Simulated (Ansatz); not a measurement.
Ge, space group Imma: a convergence test of the plane-wave cutoff, run with the Python package of Ansatz (0.2.0).

The script reads `ge.cif`:
```cif
data_Ge
_cell_length_a 3.914256
_cell_length_b 3.914256
_cell_length_c 3.914256
_cell_angle_alpha 100.76742
_cell_angle_beta 94.74441
_cell_angle_gamma 136.92550
_symmetry_space_group_name_H-M 'P 1'
_symmetry_Int_Tables_number 1
loop_
_symmetry_equiv_pos_as_xyz
'x, y, z'
loop_
_atom_site_label
_atom_site_type_symbol
_atom_site_fract_x
_atom_site_fract_y
_atom_site_fract_z
Ge1 Ge    0.185943    0.935943    0.250000
Ge2 Ge    0.814057    0.064057    0.750000
```

Script `ge_ecut.py`:
```python
'''Cutoff test for Ge.'''

from dataclasses import dataclass

import ansatz
from ase.io import read
import pandas as pd


@dataclass
class Settings:
    smearing: str = 'Fermi-Dirac'
    width_ev: float = 0.1


settings = Settings()

atoms = read('ge.cif')
system = ansatz.Crystal.from_ase(atoms)

setup = (
    system.calculation()
    .occupations(settings.smearing, width=settings.width_ev)
    .kpoints(11)
    .functional(ansatz.Functional.LDA)
)

rows = []
for value in [250, 325, 400, 475, 550, 625]:
    rep = setup.basis(value).run().report
    rows.append((value, rep['free_energy_ev'] / len(rep['lattice']['sites']), rep['n_iterations'], rep['n_pw']))

table = pd.DataFrame(rows, columns=['cutoff (eV)', 'F/atom (eV)', 'iterations', 'plane waves'])
print(table.round(5).to_string(index=False))

# differences from the last row
for row in rows[:-1]:
    shift = 1000 * (row[1] - rows[-1][1])
    print(f'{row[0]}: {shift:+.2f} meV/atom' + ('  (within 2 meV)' if abs(shift) < 2 else ''))
```

From which cutoff on is the energy per atom within 2 meV of the last row, and how does it get there?

From 400 eV on it stays within 2 meV an atom of the value at 625 eV; the first row (250 eV) is off by 1236.5 meV and the last but one by 0.10 meV. The energy falls steadily, as expected when plane waves are added. The last run costs about 2.5 times the first.

The output:

Running `python ge_ecut.py` prints:
```text
DeckWarning: basis.ecutwfc = 250 eV is below the records' recommended 420 eV, and the density's cutoff is lower with it unless basis.ecutrho_ratio is high enough to keep the records' density cutoff: compare with a run at a higher cutoff
DeckWarning: basis.ecutwfc = 325 eV is below the records' recommended 420 eV, and the density's cutoff is lower with it unless basis.ecutrho_ratio is high enough to keep the records' density cutoff: compare with a run at a higher cutoff
DeckWarning: basis.ecutwfc = 400 eV is below the records' recommended 420 eV, and the density's cutoff is lower with it unless basis.ecutrho_ratio is high enough to keep the records' density cutoff: compare with a run at a higher cutoff
 cutoff (eV)  F/atom (eV)  iterations  plane waves
         250  -4214.28630           7          335
         325  -4215.48848           6          513
         400  -4215.52106           6          693
         475  -4215.52218           6          861
         550  -4215.52274           7         1127
         625  -4215.52284           7         1329
250: +1236.54 meV/atom
325: +34.35 meV/atom
400: +1.78 meV/atom  (within 2 meV)
475: +0.65 meV/atom  (within 2 meV)
550: +0.10 meV/atom  (within 2 meV)
```
(Warnings from the package without file and line.)

Notes:
- This isn't the structure that Ge takes at ambient conditions.
- Shifts are counted from the last row, which is itself no proven limit.
- It ran for 35 s on 1 thread of Intel(R) Xeon(R) Processor @ 2.30GHz, on a shared host, peak memory 0.75 GiB.
